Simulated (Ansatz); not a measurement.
# FH₄NOSn: up Jacob's ladder to CCSD(T)

One table from this session's results is given with a row withheld; the runs are named, their logs left out.

The runs use Ansatz 0.2.0, Gaussian basis; functionals in def2-TZVPP, the program's frozen cores in correlated methods.

The runs, in order: LDA (SPW92), PBE-D4, revPBE-D4, BLYP-D4, r2SCAN-D4, B97M-V, PBE0-D4, B3LYP-D4, r2SCANh-D4, r2SCAN0-D4, HSE06-D4, BHLYP-D4, CAM-B3LYP-D4, LC-ωPBE, ωB97X-V, ωB97M-V, B2PLYP, PBE-QIDH; CCSD(T)/def2-SVP; CCSD(T)/def2-TZVPP; MP2/def2-QZVPP; extrapolation to the limit; RPA on PBE.

### The relaxed structure

An earlier PBE0-D4 in a triple-zeta def2 set relaxation fixed the geometry. Sn takes the def2 core potential; no spin-orbit term is included.

SMILES `[NH2][SnH]([OH])[F]`, 8 atoms, charge 0, spin multiplicity 1.

Atoms are counted from 1 here; the program's logs count them from 0.

Bond lengths: N1–Sn2 1.992 Å, N1–H5 1.011 Å, N1–H6 1.011 Å, Sn2–O3 1.945 Å, Sn2–F4 1.930 Å, Sn2–H7 1.694 Å, O3–H8 0.961 Å. Angles: Sn2–N1–H5 115.5°, Sn2–N1–H6 113.7°, H5–N1–H6 109.0°, N1–Sn2–O3 105.0°, N1–Sn2–F4 112.5°, N1–Sn2–H7 114.5°, O3–Sn2–F4 102.4°, O3–Sn2–H7 115.6°, F4–Sn2–H7 106.4°, Sn2–O3–H8 112.0°.

Set-up of the first run:

Input file in.yaml:

```yaml
crystal:
  periodic: [false, false, false]
  atoms:
    - {symbol: N, position_ang: [-0.667236, 1.410874, 0.046466]}
    - {symbol: Sn, position_ang: [0.303887, -0.292733, 0.396712]}
    - {symbol: O, position_ang: [1.329978, -0.630605, -1.220954]}
    - {symbol: F, position_ang: [-0.878381, -1.817201, 0.462193]}
    - {symbol: H, position_ang: [-1.316262, 1.697403, 0.766445]}
    - {symbol: H, position_ang: [-1.137182, 1.435158, -0.848771]}
    - {symbol: H, position_ang: [1.187829, -0.311908, 1.841854]}
    - {symbol: H, position_ang: [1.269368, -1.548188, -1.499845]}
basis:
  gaussian: {orbitals: def2-TZVPP}
hamiltonian: {xc: lda}
output: {orbitals: {seedname: orbitals}}
```

Run with:

```console
> ansatz run in.yaml --threads 2 --pin off --events-out ev --progress --plain --max-ram 4352MiB
```

Steps of the session up to this table: LDA; PBE-D4 (GGA); revPBE-D4 (GGA); BLYP-D4 (GGA); r2SCAN-D4 (meta-GGA); B97M-V (meta-GGA); B3LYP-D4 (hybrid); r2SCANh-D4 (hybrid); r2SCAN0-D4 (hybrid); HSE06-D4 (hybrid); BHLYP-D4 (hybrid); CAM-B3LYP-D4 (range-separated); LC-ωPBE (range-separated); ωB97X-V (range-separated); ωB97M-V (range-separated); B2PLYP (double hybrid); PBE-QIDH (double hybrid).

One of the session's tables, all rows but one given; the rest of the session is left out.

It belongs to the step «Orbital energies across the functionals». 

| functional | HOMO (eV) | gap (eV) |
| --- | --- | --- |
| LDA (SPW92) | -6.74 | 4.71 |
| PBE-D4 | -6.55 | 4.77 |
| revPBE-D4 | -6.48 | 4.81 |
| BLYP-D4 | -6.43 | 4.65 |
| r2SCAN-D4 | -6.88 | 5.43 |
| B97M-V | -6.95 | 5.39 |
| PBE0-D4 | -8.05 | 7.25 |
| B3LYP-D4 | -7.79 | 6.62 |
| r2SCANh-D4 | -7.44 | 6.34 |
| r2SCAN0-D4 | -8.28 | 7.70 |
| HSE06-D4 | -7.64 | 6.47 |
| BHLYP-D4 | -9.46 | 9.54 |
| CAM-B3LYP-D4 | -9.51 | 9.65 |
| LC-ωPBE | -10.94 | 12.44 |
| ωB97X-V | -10.54 | 11.86 |
| ωB97M-V | ? | ? |

Q: Estimate the row for ωB97M-V from the others.

**Answer.** HOMO (eV): -10.45; gap (eV): 11.51. In the column «HOMO (eV)» it lies between ωB97X-V (-10.54) and CAM-B3LYP-D4 (-9.51).
